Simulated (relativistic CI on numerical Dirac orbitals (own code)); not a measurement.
# Ar³⁺: one ion under different settings

How much do the settings matter for Ar³⁺? One ion, several inputs.

Method: Dirac-Coulomb-Breit CI, KLI orbitals optimised for each configuration, model QED (radiative potential, 1s self-energy scaled to tabulated hydrogen-like ionisation energies), numerical settings as typed. Code: relativistic CI on numerical Dirac orbitals (own code) version 3.

## 1. What is computed

* ion: Ar³⁺ (Ar IV)
* nuclear charge: 18
* electrons: 15
* isotope: A = 40

## 2. A try

Settings of the run:

```ini
atom Ar  Z=18  charge=3  electrons=15
nucleus A=40  rms_radius_fm=3.4274
hamiltonian dirac-coulomb  breit=on  qed=on  c_scale=1
orbitals kli  potential=per-configuration
slater_scale 1
correlation none
mixing on
grid step=0.0125 r_max=3.85
scf mixing=0.4 start=green max_iterations=87 tolerance=2e-08 node_fill=0.05
configurations
  [Ne] 3s2 3p3
  [Ne] 3s 3p4
end
```

The run is started by

```
python run_levels.py task.json out
```

The settings of every run stand in task.json; they run in order.

From the run's result record (rounded, not every field):

```text
{
  "status": "not_converged",
  "warnings": ["orbital 3s not found"],
  "scf_steps of the first configuration [iteration, E_Ha, residual, outer_eigenvalue_Ha]": [
    [1, -521.2698046, 1.52, -3.006],
    [2, -524.6710877, 0.694, -2.418],
    [3, -525.6074896, 0.0317, -2.055],
    [4, -525.6073732, 0.0237, -2.095],
    [5, -525.6089094, 0.00161, -2.088],
    [6, -525.6089316, 0.000141, -2.087],
    [7, -525.608932, 4.53e-05, -2.087],
    [8, -525.6089323, 1.37e-07, -2.087],
    [9, -525.6089323, 1.15e-07, -2.087],
    [10, -525.6089323, 1.84e-09, -2.087]
  ]
}
```

It took 0.012 s on 1 thread, shared host.

Diagnosis: the run ended without a result. An orbital is not bound on this grid with the right number of nodes. The input had end of the grid 3.85. The cure is to let the grid reach far enough, with the usual settings.

## 3. An attempt

Settings of the run:

```ini
atom Ar  Z=18  charge=3  electrons=15
nucleus A=40  rms_radius_fm=3.4274
hamiltonian dirac-coulomb  breit=on  qed=on  c_scale=1
orbitals kli  potential=per-configuration
slater_scale 1
correlation none
mixing on
grid step=0.0125 r_max=25.7
scf mixing=0.4 start=green max_iterations=98 tolerance=2e-08 node_fill=0.05
configurations
  [Ne] 3s2 3p3
  [Ne] 3s 3p4
  [Ne] 3s2 3p3
end
```

Main fields:

```text
{
  "status": "refused",
  "warnings": ["a configuration is listed twice"]
}
```

Run time: 0.00037 s. Hardware: 1 thread, shared host.

Cause: the program refused the input. One configuration stands twice in the list, which would make the CI basis linearly dependent. The input had a configuration typed twice. The cure is to strike the repeat.

## 4. The mended input

Settings: those of step 3 with these lines changed.

```diff
@@ -8,3 +8,3 @@
 grid step=0.0125 r_max=25.7
-scf mixing=0.4 start=green max_iterations=98 tolerance=2e-08 node_fill=0.05
+scf mixing=0.4 start=green max_iterations=150 tolerance=2e-08 node_fill=0.05
 configurations
@@ -12,3 +12,2 @@
   [Ne] 3s 3p4
-  [Ne] 3s2 3p3
 end
```

Main fields:

```text
{
  "status": "converged",
  "levels [i, E_cm, J2, conf, term, w_term, w_jj]": [
    [0, 0, 3, "3s2 3p3", "4S*", 0.9992, 0.5536],
    [1, 25754.091, 3, "3s2 3p3", "2D*", 0.9939, 0.4455],
    [2, 25859.648, 5, "3s2 3p3", "2D*", 1, 1],
    [3, 43066.291, 1, "3s2 3p3", "2P*", 1, 1],
    [4, 43241.337, 3, "3s2 3p3", "2P*", 0.9931, 0.5761],
    [5, 125968.82, 5, "3s 3p4", "4P", 0.9997, 0.6825],
    [6, 126969.69, 3, "3s 3p4", "4P", 0.9999, 0.8836],
    [7, 127535.63, 1, "3s 3p4", "4P", 0.9996, 0.4281],
    [8, 176413.87, 3, "3s 3p4", "2D", 0.9997, 0.6555],
    [9, 176499.99, 5, "3s 3p4", "2D", 0.9997, 0.6825],
    [10, 202298.05, 1, "3s 3p4", "2S", 0.9977, 0.6745],
    [11, 224163.65, 3, "3s 3p4", "2P", 0.9997, 0.5391],
    [12, 225416.84, 1, "3s 3p4", "2P", 0.9981, 0.6619]
  ],
  "total_energy [Ha]": -525.50710984,
  "n_levels_all": 13,
  "overlap": 4.13325e-13,
  "scf_iterations": [10, 10],
  "orbital_energies [Ha]": {"1s": -116.713, "2s": -13.0681, "2p1/2": -10.6548, "2p3/2": -10.5723, "3s": -2.66329, "3p1/2": -2.09592, "3p3/2": -2.08707},
  "configurations [conf, odd, states, E_av_Ha, breit_Ha, qed_Ha]": [
    ["3s2 3p3", 1, 20, -525.6081613, 0.1317, 0.08721],
    ["3s 3p4", 0, 30, -524.9607454, 0.1317, 0.08677]
  ],
  "scf_steps of the first configuration [iteration, E_Ha, residual, outer_eigenvalue_Ha]": [
    [1, -521.2698582, 1.52, -3.006],
    [2, -524.6710688, 0.694, -2.418],
    [3, -525.6066003, 0.0317, -2.055],
    [4, -525.6066277, 0.0239, -2.096],
    [5, -525.6081462, 0.00163, -2.089],
    [6, -525.6081601, 0.000148, -2.087],
    [7, -525.6081608, 4.54e-05, -2.087],
    [8, -525.6081613, 1.53e-07, -2.087],
    [9, -525.6081613, 6.48e-08, -2.087],
    [10, -525.6081613, 1.71e-09, -2.087]
  ]
}
```

It took 0.071 s on 1 thread, shared host.

## 5. Node fill 0.01

Settings: those of step 4 with these lines changed.

```diff
@@ -8,3 +8,3 @@
 grid step=0.0125 r_max=25.7
-scf mixing=0.4 start=green max_iterations=150 tolerance=2e-08 node_fill=0.05
+scf mixing=0.4 start=green max_iterations=150 tolerance=2e-08 node_fill=0.01
 configurations
```

Main fields:

```text
{
  "status": "converged",
  "levels [i, E_cm, J2, conf, term, w_term]": [
    [0, 0, 3, "3s2 3p3", "4S*", 0.9992],
    [1, 25791.804, 3, "3s2 3p3", "2D*", 0.994],
    [2, 25896.507, 5, "3s2 3p3", "2D*", 1],
    [3, 43127.898, 1, "3s2 3p3", "2P*", 1],
    [4, 43302.038, 3, "3s2 3p3", "2P*", 0.9932],
    [5, 125939.04, 5, "3s 3p4", "4P", 0.9997],
    [6, 126936.63, 3, "3s 3p4", "4P", 0.9999],
    [7, 127500.78, 1, "3s 3p4", "4P", 0.9996],
    "... 5 more rows left out ..."
  ],
  "total_energy [Ha]": -525.50676793,
  "n_levels_all": 13,
  "overlap": 3.00269e-13,
  "scf_iterations": [10, 10],
  "orbital_energies [Ha]": {"1s": -116.807, "2s": -13.1067, "2p1/2": -10.6961, "2p3/2": -10.6135, "3s": -2.66921, "3p1/2": -2.10158, "3p3/2": -2.09267},
  "configurations [conf, odd, states, E_av_Ha, breit_Ha, qed_Ha]": [
    ["3s2 3p3", 1, 20, -525.6078013, 0.1318, 0.08723],
    ["3s 3p4", 0, 30, -524.9604318, 0.1318, 0.08678]
  ],
  "scf_steps of the first configuration [iteration, E_Ha, residual, outer_eigenvalue_Ha]": [
    [1, -521.2698582, 1.51, -3.006],
    [2, -524.6571636, 0.688, -2.422],
    [3, -525.6064644, 0.0312, -2.061],
    [4, -525.6052642, 0.0247, -2.103],
    [5, -525.6077307, 0.00162, -2.094],
    [6, -525.6078042, 0.000146, -2.092],
    [7, -525.6078025, 4.65e-05, -2.093],
    [8, -525.6078013, 1.34e-07, -2.093],
    [9, -525.6078013, 6.4e-08, -2.093],
    [10, -525.6078013, 1.89e-09, -2.093]
  ]
}
```

Wall time 0.054 s (1 thread, shared host).

## 6. Start potential previous, end of the grid 38.55, Slater scale 0.5

Settings of the run:

```ini
atom Ar  Z=18  charge=3  electrons=15
nucleus A=40  rms_radius_fm=3.4274
hamiltonian dirac-coulomb  breit=on  qed=on  c_scale=1
orbitals kli  potential=per-configuration
slater_scale 0.5
correlation none
mixing on
grid step=0.0125 r_max=38.55
scf mixing=0.4 start=previous max_iterations=150 tolerance=2e-08 node_fill=0.05
configurations
  [Ne] 3s2 3p3
  [Ne] 3s 3p4
end
```

Main fields:

```text
{
  "status": "converged",
  "levels [i, E_cm, J2, conf, term, w_term]": [
    [0, 0, 3, "3s2 3p3", "4S*", 0.9968],
    [1, 12778.207, 3, "3s2 3p3", "2D*", 0.9773],
    [2, 12977.223, 5, "3s2 3p3", "2D*", 1],
    [3, 21588.406, 1, "3s2 3p3", "2P*", 1],
    [4, 21879.398, 3, "3s2 3p3", "2P*", 0.9743],
    [5, 133711.11, 5, "3s 3p4", "4P", 0.9989],
    [6, 134720.69, 3, "3s 3p4", "4P", 0.9997],
    [7, 135265.36, 1, "3s 3p4", "4P", 0.9986],
    "... 5 more rows left out ..."
  ],
  "total_energy [Ha]": -525.44842307,
  "n_levels_all": 13,
  "overlap": 4.13578e-13,
  "scf_iterations": [9, 7],
  "orbital_energies [Ha]": {"1s": -116.713, "2s": -13.0681, "2p1/2": -10.6548, "2p3/2": -10.5723, "3s": -2.66329, "3p1/2": -2.09592, "3p3/2": -2.08707},
  "configurations [conf, odd, states, E_av_Ha, breit_Ha, qed_Ha]": [
    ["3s2 3p3", 1, 20, -525.6081613, 0.1317, 0.08721],
    ["3s 3p4", 0, 30, -524.9607454, 0.1317, 0.08677]
  ],
  "scf_steps of the first configuration [iteration, E_Ha, residual, outer_eigenvalue_Ha]": [
    [1, -523.7174425, 1.31, -1.455],
    [2, -525.2357143, 0.519, -1.78],
    [3, -525.6047091, 0.027, -2.091],
    [4, -525.6077034, 0.00949, -2.098],
    [5, -525.6081505, 0.00112, -2.089],
    [6, -525.6081609, 5.98e-05, -2.087],
    [7, -525.608161, 1.59e-05, -2.087],
    [8, -525.6081613, 1.91e-07, -2.087],
    [9, -525.6081613, 7.89e-09, -2.087]
  ]
}
```

It took 0.05 s on 1 thread, shared host.

## 7. Iteration limit 30, tolerance 1e-10, Breit term off

Settings of the run:

```ini
atom Ar  Z=18  charge=3  electrons=15
nucleus A=40  rms_radius_fm=3.4274
hamiltonian dirac-coulomb  breit=off  qed=on  c_scale=1
orbitals kli  potential=per-configuration
slater_scale 1
correlation none
mixing on
grid step=0.0125 r_max=25.7
scf mixing=0.4 start=green max_iterations=30 tolerance=1e-10 node_fill=0.05
configurations
  [Ne] 3s2 3p3
  [Ne] 3s 3p4
end
```

Main fields:

```text
{
  "status": "converged",
  "levels [i, E_cm, J2, conf, term, w_term]": [
    [0, 0, 3, "3s2 3p3", "4S*", 0.9991],
    [1, 25743.466, 3, "3s2 3p3", "2D*", 0.9934],
    [2, 25870.108, 5, "3s2 3p3", "2D*", 1],
    [3, 43061.028, 1, "3s2 3p3", "2P*", 1],
    [4, 43250.121, 3, "3s2 3p3", "2P*", 0.9925],
    [5, 125958.04, 5, "3s 3p4", "4P", 0.9997],
    [6, 126990.73, 3, "3s 3p4", "4P", 0.9999],
    [7, 127580.25, 1, "3s 3p4", "4P", 0.9996],
    "... 5 more rows left out ..."
  ],
  "total_energy [Ha]": -525.63880665,
  "n_levels_all": 13,
  "overlap": 4.13838e-13,
  "scf_iterations": [11, 11],
  "orbital_energies [Ha]": {"1s": -116.713, "2s": -13.0681, "2p1/2": -10.6548, "2p3/2": -10.5723, "3s": -2.66329, "3p1/2": -2.09592, "3p3/2": -2.08707},
  "configurations [conf, odd, states, E_av_Ha, breit_Ha, qed_Ha]": [
    ["3s2 3p3", 1, 20, -525.6081613, 0, 0.08721],
    ["3s 3p4", 0, 30, -524.9607454, 0, 0.08677]
  ],
  "scf_steps of the first configuration [iteration, E_Ha, residual, outer_eigenvalue_Ha]": [
    [1, -521.2698582, 1.52, -3.006],
    [2, -524.6710688, 0.694, -2.418],
    [3, -525.6066003, 0.0317, -2.055],
    [4, -525.6066277, 0.0239, -2.096],
    [5, -525.6081462, 0.00163, -2.089],
    [6, -525.6081601, 0.000148, -2.087],
    [7, -525.6081608, 4.54e-05, -2.087],
    [8, -525.6081613, 1.53e-07, -2.087],
    [9, -525.6081613, 6.48e-08, -2.087],
    [10, -525.6081613, 1.71e-09, -2.087],
    [11, -525.6081613, 2.02e-11, -2.087]
  ]
}
```

Run time: 0.056 s. Hardware: 1 thread, shared host.

## 8. Iteration limit 20, nuclear radius 4.4556, end of the grid 77.1

Settings of the run:

```ini
atom Ar  Z=18  charge=3  electrons=15
nucleus A=40  rms_radius_fm=4.4556
hamiltonian dirac-coulomb  breit=on  qed=on  c_scale=1
orbitals kli  potential=per-configuration
slater_scale 1
correlation none
mixing on
grid step=0.0125 r_max=77.1
scf mixing=0.4 start=green max_iterations=20 tolerance=2e-08 node_fill=0.05
configurations
  [Ne] 3s2 3p3
  [Ne] 3s 3p4
end
```

Main fields:

```text
{
  "status": "converged",
  "levels [i, E_cm, J2, conf, term, w_term]": [
    [0, 0, 3, "3s2 3p3", "4S*", 0.9992],
    [1, 25754.096, 3, "3s2 3p3", "2D*", 0.9939],
    [2, 25859.653, 5, "3s2 3p3", "2D*", 1],
    [3, 43066.299, 1, "3s2 3p3", "2P*", 1],
    [4, 43241.345, 3, "3s2 3p3", "2P*", 0.9931],
    [5, 125968.36, 5, "3s 3p4", "4P", 0.9997],
    [6, 126969.23, 3, "3s 3p4", "4P", 0.9999],
    [7, 127535.17, 1, "3s 3p4", "4P", 0.9996],
    "... 5 more rows left out ..."
  ],
  "total_energy [Ha]": -525.50667878,
  "n_levels_all": 13,
  "overlap": 4.13082e-13,
  "scf_iterations": [10, 10],
  "orbital_energies [Ha]": {"1s": -116.712, "2s": -13.0681, "2p1/2": -10.6548, "2p3/2": -10.5723, "3s": -2.66329, "3p1/2": -2.09592, "3p3/2": -2.08707},
  "configurations [conf, odd, states, E_av_Ha, breit_Ha, qed_Ha]": [
    ["3s2 3p3", 1, 20, -525.6077278, 0.1317, 0.08721],
    ["3s 3p4", 0, 30, -524.9603141, 0.1317, 0.08677]
  ],
  "scf_steps of the first configuration [iteration, E_Ha, residual, outer_eigenvalue_Ha]": [
    [1, -521.2694302, 1.52, -3.006],
    [2, -524.6706365, 0.694, -2.418],
    [3, -525.6061668, 0.0317, -2.055],
    [4, -525.6061943, 0.0239, -2.096],
    [5, -525.6077127, 0.00163, -2.089],
    [6, -525.6077267, 0.000148, -2.087],
    [7, -525.6077273, 4.54e-05, -2.087],
    [8, -525.6077278, 1.53e-07, -2.087],
    [9, -525.6077278, 6.5e-08, -2.087],
    [10, -525.6077278, 1.71e-09, -2.087]
  ]
}
```

Run time: 0.058 s. Hardware: 1 thread, shared host.

The changed nuclear radius is not that of the isotope named.

## 9. The runs side by side

| setting | total energy less usual (Ha) | largest shift of a level among the lowest eight of both runs, same label and place (cm⁻¹) | SCF iterations | time | lowest level | kind of change |
| --- | --- | --- | --- | --- | --- | --- |
| usual | 0 | 0 | 20 | 0.071 s | 3p3 4S°3/2 | - |
| node fill 0.01 | 0.000342 | 61.6 | 20 | 0.054 s | 3p3 4S°3/2 | numerical |
| start potential previous, end of the grid 38.55, Slater scale 0.5 | 0.0587 | 21500 | 16 | 0.05 s | 3p3 4S°3/2 | model term |
| iteration limit 30, tolerance 1e-10, Breit term off | -0.132 | 44.6 | 22 | 0.056 s | 3p3 4S°3/2 | model term |
| iteration limit 20, nuclear radius 4.4556, end of the grid 77.1 | 0.000431 | 0.461 | 20 | 0.058 s | 3p3 4S°3/2 | unphysical constant |

## 10. Outcome

| quantity | value |
| --- | --- |
| lowest level, usual settings | 3p3 4S°3/2 |
| total energy | -525.5071 Ha |
| first excitation | 25754 cm⁻¹ |
| runs without a result | 2 |

In words: Among the runs whose levels can be followed, they move most under «start potential previous, end of the grid 38.55, Slater scale 0.5» (model term), by up to 21500 cm⁻¹. Only the listed configurations are in the model. In a near-neutral ion this small CI can misplace whole configurations by 10,000 cm⁻¹ or more.
